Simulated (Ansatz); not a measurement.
# C5HF8GaO2: the cost of one run

Computed with Ansatz 0.2.0, Gaussian basis. Level: one geometry, several basis sets.

The runs, in order: PBE0-D4/def2-SVP; ωB97M-V/def2-SVP; PBE0-D4/def2-QZVPP; ωB97M-V/def2-QZVPP; the functionals' def2-TZVPP values are taken from earlier runs.

## Step 1: The geometry

The geometry comes from an earlier relaxation with PBE0-D4 in a triple-zeta def2 set; it is a stationary point, not always the lowest conformer.

SMILES `FC(F)(F)C1=CC(C(F)(F)F)=[O+][Ga-]([F])([F])[O]1`, 17 atoms, charge 0, spin multiplicity 1.

Atoms are counted from 1 here; the program's logs count them from 0.

Bond lengths: F1–C2 1.330 Å, C2–F3 1.328 Å, C2–F4 1.328 Å, C2–C5 1.538 Å, C5–C6 1.388 Å, C5–O16 1.261 Å, C6–C7 1.388 Å, C6–H17 1.077 Å, C7–C8 1.538 Å, C7–O12 1.261 Å, C8–F9 1.328 Å, C8–F10 1.330 Å, C8–F11 1.328 Å, O12–Ga13 1.905 Å, Ga13–F14 1.736 Å, Ga13–F15 1.736 Å, Ga13–O16 1.905 Å. Angles: F1–C2–F3 108.4°, F1–C2–F4 108.5°, F1–C2–C5 111.9°, F3–C2–F4 108.8°, F3–C2–C5 109.6°, F4–C2–C5 109.6°, C2–C5–C6 119.4°, C2–C5–O16 112.9°, C6–C5–O16 127.7°, C5–C6–C7 121.7°, C5–C6–H17 119.1°, C7–C6–H17 119.1°, C6–C7–C8 119.4°, C6–C7–O12 127.7°, C8–C7–O12 112.9°, C7–C8–F9 109.6°, C7–C8–F10 111.9°, C7–C8–F11 109.6° and more.

## Step 2: PBE0-D4 in def2-SVP

The input, in.yaml:

```yaml
crystal:
  periodic: [false, false, false]
  atoms:
    - {symbol: F, position_ang: [-0.355505, 3.169110, 0.016837]}
    - {symbol: C, position_ang: [-1.337321, 2.308480, -0.237179]}
    - {symbol: F, position_ang: [-2.303631, 2.498844, 0.652973]}
    - {symbol: F, position_ang: [-1.815767, 2.562631, -1.449103]}
    - {symbol: C, position_ang: [-0.853110, 0.850754, -0.169205]}
    - {symbol: C, position_ang: [0.476238, 0.586676, 0.131686]}
    - {symbol: C, position_ang: [0.964804, -0.710824, 0.204481]}
    - {symbol: C, position_ang: [2.447334, -0.942345, 0.539933]}
    - {symbol: F, position_ang: [2.545312, -1.666616, 1.648181]}
    - {symbol: F, position_ang: [3.097874, 0.202708, 0.726486]}
    - {symbol: F, position_ang: [3.031366, -1.600263, -0.454257]}
    - {symbol: O, position_ang: [0.329974, -1.785136, 0.023778]}
    - {symbol: Ga, position_ang: [-1.524176, -1.870989, -0.406673]}
    - {symbol: F, position_ang: [-2.390573, -2.559936, 0.930670]}
    - {symbol: F, position_ang: [-1.708501, -2.472473, -2.024742]}
    - {symbol: O, position_ang: [-1.769927, 0.018520, -0.407286]}
    - {symbol: H, position_ang: [1.146507, 1.410459, 0.313619]}
basis:
  gaussian: {orbitals: def2-SVP}
hamiltonian: {xc: pbe0, dispersion: d4}
output: {orbitals: {seedname: orbitals}}
```

Launch:

```console
$ ansatz run in.yaml --threads 11 --pin off --events-out ev --progress --plain --max-ram 174080MiB --backend cpu
```

**Question.** How long does this run take on 11 threads of AMD EPYC 7R13, shared host, and how much memory does it need?

About 3.7 s, with a peak of 1.3 GiB.
